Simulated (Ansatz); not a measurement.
# MgB2: how the settings move a single-point run

Aim: see which settings change the result for MgB2, by how much, and at what cost.

Method: reference: DFT, PBEsol, all-electron LAPW, scalar-relativistic; levels and slopes on a fine mesh, independent-particle optical spectra, in Ansatz 0.2.0.

1 further run of the same task is left out (it didn't finish).

**1. The structure to begin with**

Symmetry: P6/mmm, No. 191, hexagonal system. Conventional cell: a = 3.068 Å, b = 3.068 Å, c = 3.485 Å, α = 90.00°, β = 90.00°, γ = 120.00°. Around Mg (site symmetry 6/mmm) lie 12 B at 2.48 Å. Around B (site symmetry -6m2) lie 3 B at 1.77 Å and 6 Mg at 2.48 Å.

As a file:

```
Mg B
1.0
     3.06776    0.00000    0.00000
    -1.53388    2.65676    0.00000
     0.00000    0.00000    3.48536
Mg B
1 2
Direct
  0.00000 0.00000 0.00000
  0.33333 0.66667 0.50000
  0.66667 0.33333 0.50000
```

**2. Reference**

Contents of input.yaml:

```yaml
crystal:
  lattice:
    - [3.06775931667, 0.0, 0.0]
    - [-1.53387965834, 2.65675750093, 0.0]
    - [0.0, 0.0, 3.48535836063]
  atoms:
    - { symbol: Mg, position: [0.0, 0.0, 0.0] }
    - { symbol: B, position: [0.333333333333, 0.666666666667, 0.5] }
    - { symbol: B, position: [0.666666666667, 0.333333333333, 0.5] }
kpoints:
  mp_grid: { grid: [12, 12, 8] }
scf:
  occupations: { method: fermi_dirac, width: 0.05 }
hamiltonian:
  xc: pbesol
  pseudopotentials: { kind: all_electron, lapw: { basis_error: 0.001 } }
output:
  forces: true
  stress: true
  eigenvalues: true
  eigenstates:
    nscf_kmesh: { grid: [16, 16, 12] }
    de_dk: true
    e_range: [-14, 14]
  optics:
    e_range: [0, 20]
    de: 0.2
    sigma: 0.2
    bands: { spectra_wanted_up_to: 20 }
    nscf_kmesh: { grid: [16, 16, 12] }
    drude_damping: 0.1
checkpoint:
  write: ck
  write_wavefunctions: false
```

The run is started by

```sh
ansatz run input.yaml --threads 2 --pin off --max-ram 6144MiB --backend cpu --events-out ev --progress --plain --runs-dir out
```

**3. Changing settings: n_extra_bands 1**

input.yaml: that of step 2 with these lines changed.

```diff
@@ -13,2 +13,3 @@
   occupations: { method: fermi_dirac, width: 0.05 }
+  n_extra_bands: 1
 hamiltonian:
```

Q: Predict the outcome of this session. Wanted: for each run, ending; energy change; pressure; gap; force.

As calculated:

```
               run     ending  energy change  pressure (GPa)  gap (eV)  force (eV/Å)  cycles  time
         reference  converged              0            -0.1      0.00          0.00       -  11 s
1: n_extra_bands 1  converged   0.0 meV/atom            -0.1      0.00          0.00       9  10 s
```

Residual by cycle in the longest SCF loop of each run; runs are numbered as in the table. The quantity is the density residual dr2, in eV.

```
cycle  reference    run 1
    1       3.96     3.96
    2       1.72     1.73
    3      0.141    0.149
    4     8.0e-4   8.9e-4
    5     2.1e-4   2.4e-4
    6     7.0e-6   9.4e-6
    7     2.9e-7   2.4e-7
    8     1.1e-9   1.2e-9
    9    2.0e-12  2.5e-12
```

Energy and cycle count are those of the reference, so the change (band count) left the result and the number of cycles as they were.
